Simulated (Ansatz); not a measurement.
**ClFH2HfOSe: small, medium and large basis sets**

The task here is to estimate one member of a computed series from the others.

The runs use Ansatz 0.2.0, Gaussian basis; one geometry, several basis sets.

Plan: PBE0-D4/def2-SVP; ωB97M-V/def2-SVP; PBE0-D4/def2-QZVPP; ωB97M-V/def2-QZVPP; the functionals' def2-TZVPP values are taken from earlier runs.

## Structure used throughout

An earlier PBE0-D4 in a triple-zeta def2 set relaxation fixed the geometry. Hf takes the def2 core potential; no spin-orbit term is included.

SMILES `[OH][Hf]([F])([Cl])[SeH]`, 7 atoms, charge 0, spin multiplicity 1.

Atoms are counted from 1 here; the program's logs count them from 0.

Bond lengths: O1–Hf2 1.891 Å, O1–H6 0.952 Å, Hf2–F3 1.894 Å, Hf2–Cl4 2.348 Å, Hf2–Se5 2.583 Å, Se5–H7 1.472 Å. Angles: Hf2–O1–H6 169.1°, O1–Hf2–F3 112.1°, O1–Hf2–Cl4 110.0°, O1–Hf2–Se5 107.7°, F3–Hf2–Cl4 108.4°, F3–Hf2–Se5 107.4°, Cl4–Hf2–Se5 111.1°, Hf2–Se5–H7 88.3°.

The first run:

in.yaml

```yaml
crystal:
  periodic: [false, false, false]
  atoms:
    - {symbol: O, position_ang: [-0.890939, 0.374274, 1.190928]}
    - {symbol: Hf, position_ang: [0.213299, -0.601482, 0.006144]}
    - {symbol: F, position_ang: [1.556327, -1.575417, 0.920307]}
    - {symbol: Cl, position_ang: [-1.083721, -2.113503, -1.236896]}
    - {symbol: Se, position_ang: [1.402009, 1.093884, -1.537645]}
    - {symbol: H, position_ang: [-1.436082, 0.718763, 1.891847]}
    - {symbol: H, position_ang: [0.300306, 2.035481, -1.280287]}
basis:
  gaussian: {orbitals: def2-SVP}
hamiltonian: {xc: pbe0, dispersion: d4}
output: {orbitals: {seedname: orbitals}}
```

Steps of the session up to this table: PBE0-D4 in def2-SVP; ωB97M-V in def2-SVP; PBE0-D4 in def2-QZVPP; ωB97M-V in def2-QZVPP.

One of the session's tables, all rows but one given; the rest of the session is left out.

It belongs to the step «Density functionals: the series». 

```
functional       basis  HOMO (eV)
   PBE0-D4    def2-SVP      -7.32
   PBE0-D4  def2-TZVPP      -7.38
   PBE0-D4  def2-QZVPP      -7.40
   ωB97M-V    def2-SVP          ?
   ωB97M-V  def2-TZVPP      -9.47
   ωB97M-V  def2-QZVPP      -9.50
```

**Question.** Estimate the row for ωB97M-V, def2-SVP.

The run gave: HOMO (eV): -9.39. In the column «HOMO (eV)» it lies between ωB97M-V, def2-TZVPP (-9.47) and PBE0-D4, def2-QZVPP (-7.40).
